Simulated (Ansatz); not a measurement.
# H8C3S2: the cost of one run

Method: DFT PBE+D3(BJ), plane waves, PAW, scalar-relativistic, no spin polarisation, in Ansatz 0.2.0.

### Step 1. Starting point

The cell holds 39 atoms (C9H24S6): a = 8.482 Å, b = 8.482 Å, c = 8.482 Å, α = 90.00°, β = 90.00°, γ = 90.00°.

The coordinates stand in the first input below.

### Step 2. Relaxing the start

Input file input.yaml:

```yaml
crystal:
  lattice:
    - [8.481853, 0.0, 0.0]
    - [0.0, 8.481853, 0.0]
    - [0.0, 0.0, 8.481853]
  atoms:
    - { symbol: S, position: [-0.1334018, 0.471413, 0.1136338] }
    - { symbol: C, position: [0.0149923, 0.3659171, 0.0866966] }
    - { symbol: S, position: [0.1633863, 0.2604212, 0.0597595] }
    - { symbol: S, position: [0.3478923, 1.0078616, 0.6618247] }
    - { symbol: C, position: [0.2135834, 0.9148893, 0.7466365] }
    - { symbol: S, position: [0.0792745, 0.8219169, 0.8314484] }
    - { symbol: S, position: [0.5601828, 0.1580837, 0.9516193] }
    - { symbol: C, position: [0.5970805, 0.3223114, 0.8771641] }
    - { symbol: S, position: [0.6339783, 0.4865392, 0.8027088] }
    - { symbol: C, position: [0.3979974, 0.8850103, 0.2017698] }
    - { symbol: H, position: [0.3696702, 0.7807171, 0.1323071] }
    - { symbol: H, position: [0.5189837, 0.9209117, 0.1777288] }
    - { symbol: H, position: [0.3853807, 0.8579634, 0.3267251] }
    - { symbol: H, position: [0.317955, 0.9804491, 0.170318] }
    - { symbol: C, position: [0.8966858, 0.2017678, 0.5578608] }
    - { symbol: H, position: [0.8517754, 0.1064042, 0.6313005] }
    - { symbol: H, position: [0.9731595, 0.1532669, 0.4667345] }
    - { symbol: H, position: [0.9634958, 0.2839715, 0.6305487] }
    - { symbol: H, position: [0.7983124, 0.2634288, 0.5028593] }
    - { symbol: C, position: [0.0344363, 0.6826335, 0.4905297] }
    - { symbol: H, position: [0.0147242, 0.6520478, 0.6137389] }
    - { symbol: H, position: [-0.0779434, 0.6842433, 0.428298] }
    - { symbol: H, position: [0.111976, 0.5955138, 0.4366566] }
    - { symbol: H, position: [0.0889883, 0.798729, 0.4834253] }
    - { symbol: C, position: [0.8805957, 0.9828978, 0.2128926] }
    - { symbol: H, position: [1.0075348, 0.9999908, 0.2228346] }
    - { symbol: H, position: [0.8224018, 1.0972238, 0.2059916] }
    - { symbol: H, position: [0.8377658, 0.9191935, 0.3159067] }
    - { symbol: H, position: [0.8546803, 0.9151834, 0.1068374] }
    - { symbol: C, position: [0.3685176, 0.4668504, 0.2607015] }
    - { symbol: H, position: [0.3667936, 0.5240077, 0.3757433] }
    - { symbol: H, position: [0.377837, 0.339661, 0.276212] }
    - { symbol: H, position: [0.4693321, 0.5092739, 0.1933127] }
    - { symbol: H, position: [0.2601078, 0.4944588, 0.1975379] }
    - { symbol: C, position: [0.6137148, 0.652019, 0.3989444] }
    - { symbol: H, position: [0.6580228, 0.7083678, 0.5055567] }
    - { symbol: H, position: [0.5511601, 0.5442734, 0.4302869] }
    - { symbol: H, position: [0.7121782, 0.6233991, 0.3215466] }
    - { symbol: H, position: [0.5334979, 0.7320357, 0.3383874] }
basis:
  ecutwfc: 420.0
kpoints:
  mp_grid: { grid: [1, 1, 1] }
hamiltonian:
  xc: pbe
  dispersion: d3bj
scf:
  occupations: { method: fermi_dirac, width: 0.05 }
  lower_state_search: "off"
relax:
  f_tol: 0.3
  max_steps: 15
  adjacent_minimum: "off"
```

Run with:

```sh
> ansatz run input.yaml --threads 1 --pin off --max-ram 3072MiB --backend cpu --events-out ev --progress --plain --runs-dir out
```

Q: Estimate wall time and peak memory on 1 thread of AMD EPYC 7R43 (Zen 3), shared host.

About 71 s, with a peak of 0.58 GiB.
